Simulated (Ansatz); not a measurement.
# Cl3H2SSi: the cost of one run

Method: UKS PBE-D4/def2-SVP; program: Ansatz 0.2.0.

## (1) Where the work starts

SMILES `S[Si](Cl)(Cl)Cl`, 6 atoms, charge 0, spin multiplicity 1.

Atoms are counted from 1 here; the program's logs count them from 0.

Bond lengths: S1–Si2 2.130 Å, S1–H6 1.364 Å, Si2–Cl3 2.056 Å, Si2–Cl4 2.063 Å, Si2–Cl5 2.063 Å. Angles: Si2–S1–H6 93.0°, S1–Si2–Cl3 105.9°, S1–Si2–Cl4 112.2°, S1–Si2–Cl5 112.2°, Cl3–Si2–Cl4 109.7°, Cl3–Si2–Cl5 109.7°, Cl4–Si2–Cl5 107.1°.

As a file:

```xyz
6

S    -0.9521    0.5962    1.3565
Si    0.3346   -0.2624   -0.1078
Cl    1.6636   -1.4385    0.9310
Cl   -0.6967   -1.4175   -1.4716
Cl    1.3623    1.1708   -1.1789
H    -1.6696    1.2875    0.4246
```

This geometry comes from a loose relaxation at PBE in a small basis, which is not shown.

## (4) The grid

The probe is moved over the molecule's main plane (x and y are the axes of that plane, centred on the molecule).

The axes are (1) x of the probe's H atom: 11 values from −4.85 Å; (2) y of the probe's H atom: 9 values from −3.88 Å.

Nothing else is relaxed (molecule and probe rigid). Energies count from molecule and probe far apart, each relaxed in its own basis (no counterpoise correction). Points are written as (first, second).

The probe H moves over a plane: the molecule's main plane. The molecule is turned into the frame of its main axes, as the inputs below show.

(The set-up runs are not shown.)

## (5) The run at (1.94 Å, −2.91 Å)

The input, input.yaml:

```yaml
crystal:
  periodic: [false, false, false]
  atoms:
    - { symbol: S, position_ang: [1.8169, 0.078993, 1.108975] }
    - { symbol: Si, position_ang: [-0.010128, 0.001154, 0.015994] }
    - { symbol: Cl, position_ang: [0.52712, -0.147389, -1.963667] }
    - { symbol: Cl, position_ang: [-1.170765, -1.622339, 0.541707] }
    - { symbol: Cl, position_ang: [-1.163127, 1.689581, 0.296991] }
    - { symbol: H, position_ang: [1.179085, 0.178535, 2.311208] }
    - { symbol: H, position_ang: [1.94, -2.91, 0.0] }
magnetization:
  spin_polarized: true
  initial_magnetization: 1
basis:
  gaussian: { orbitals: def2-SVP }
hamiltonian:
  xc: pbe
  dispersion: d4
output:
  forces: true
```

Started as:

```console
$ ansatz run input.yaml --threads 1 --pin off --max-ram 2560MiB --backend cpu --events-out ev --progress --plain --runs-dir out
```

What time and memory should one allow on 1 thread of Arm Neoverse V1, shared host?

About 6.8 s, with a peak of 0.16 GiB.
